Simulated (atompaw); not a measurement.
**A PAW (atompaw) potential for mercury, from input to tests**

Aim: build the potential from the settings below, then test how well it stands in for the atom: scattering, ghost states and the plane-wave cutoff that it needs.

Program: atompaw 4.2.0.5. Reference atom: PBE, scalar-relativistic, spherical and spin-unpolarised. All values are calculated.

### Step 1. Starting point

Typed settings, in words:

```json
{
  "element": "mercury (Hg, Z = 80)",
  "type": "PAW",
  "frozen core": "[Kr] 4d10",
  "valence charge": "34",
  "reference configuration": "4f14 5s2 5p6 5d10 6s0 6p0 (charge +2)",
  "partial waves": "5s (bound); 6s (bound, empty); 5p (bound); 6p (bound, empty); 5d (bound); 5d channel at -0.95 Ry; 4f (bound); 4f channel at -8 Ry",
  "local potential": "bessel scheme, radius 1.65 bohr",
  "core correction": "smooth core density matched at 1.25 bohr",
  "augmentation charge": "sinc compensation charge, radius 1.50 bohr; PAW radius 1.85 bohr; waves and projectors: bloechl"
}
```

The outer shells as boxes (Hund's rule for the drawing; the calculation is spin-unpolarised):

```
[Kr] core
4d [↑↓][↑↓][↑↓][↑↓][↑↓]
4f [↑↓][↑↓][↑↓][↑↓][↑↓][↑↓][↑↓]
5s [↑↓]
5p [↑↓][↑↓][↑↓]
5d [↑↓][↑↓][↑↓][↑↓][↑↓]
6s [  ]
6p [  ][  ][  ]
```

The nodes and maxima of the atom's own shells, from an earlier all-electron run, set the scale for the radii.

All-electron outer shells of the reference configuration (PBE, scalar-relativistic, ld1.x):

```json
{"shell": "4p", "level (eV)": "-596.02", "outermost node (bohr)": "0.22", "outermost maximum (bohr)": "0.39"}
{"shell": "4d", "level (eV)": "-367.91", "outermost node (bohr)": "0.20", "outermost maximum (bohr)": "0.40"}
{"shell": "5s", "level (eV)": "-137.40", "outermost node (bohr)": "0.47", "outermost maximum (bohr)": "0.82"}
{"shell": "4f", "level (eV)": "-115.06", "outermost node (bohr)": "–", "outermost maximum (bohr)": "0.37"}
{"shell": "5p", "level (eV)": "-85.79", "outermost node (bohr)": "0.51", "outermost maximum (bohr)": "0.93"}
{"shell": "5d", "level (eV)": "-28.78", "outermost node (bohr)": "0.55", "outermost maximum (bohr)": "1.15"}
{"shell": "6s", "level (eV)": "-23.36", "outermost node (bohr)": "1.07", "outermost maximum (bohr)": "2.08"}
{"shell": "6p", "level (eV)": "-14.86", "outermost node (bohr)": "1.26", "outermost maximum (bohr)": "2.67"}
```

### Step 2. Generation

File Hg.input:

```
Hg 80
GGA-PBE scalarrelativistic loggrid 2001 logderivrange -12 5 426
6 6 5 4 0 0
6 0 0
6 1 0
0 0 0
c
c
c
c
v
v
c
c
c
v
v
c
c
v
v
3
1.85 1.50 1.65 1.25
n
n
y
-0.95
n
y
-8
n
bloechl sinc
bessel
PWSCFOUT
UPFDX 0.0125d0 UPFXMIN -7.d0 UPFZMESH 80.d0
END
```

On the command line:

```sh
$ atompaw < Hg.input > Hg.log
```

Q: Predict the outcome of this session. Wanted: cutoffs for 10 and 1 mRy, occupied levels; bound ghosts; largest phase difference near zero energy, channels read; lowest eigenvalue of the overlap; share of valence orbitals outside the PAW sphere; UPF file.

As calculated:

```
                                                quantity                                              value
               cutoffs for 10 and 1 mRy, occupied levels                                  100 Ry and 140 Ry
                                            bound ghosts                                         none found
largest phase difference near zero energy, channels read                                          0.315 rad
         lowest eigenvalue of the overlap (Bessel basis)                                          0.017 (d)
        share of valence orbitals outside the PAW sphere  5s 1 %, 6s 75 %, 5p 3 %, 6p 91 %, 5d 21 %, 4f 0 %
                                                UPF file                                            written
```

**Reading.** The potential is hard: the looser tolerance needs 100 Ry. The slowest occupied level is 4f: taken alone it needs 100 Ry to come within 1 mRy, against 50 Ry for 5p. The Bessel-basis test finds no level below the valence levels. Near zero energy the largest phase difference among the channels read is 0.31 rad, in the f channel. All of this concerns the isolated atom, not yet a solid.
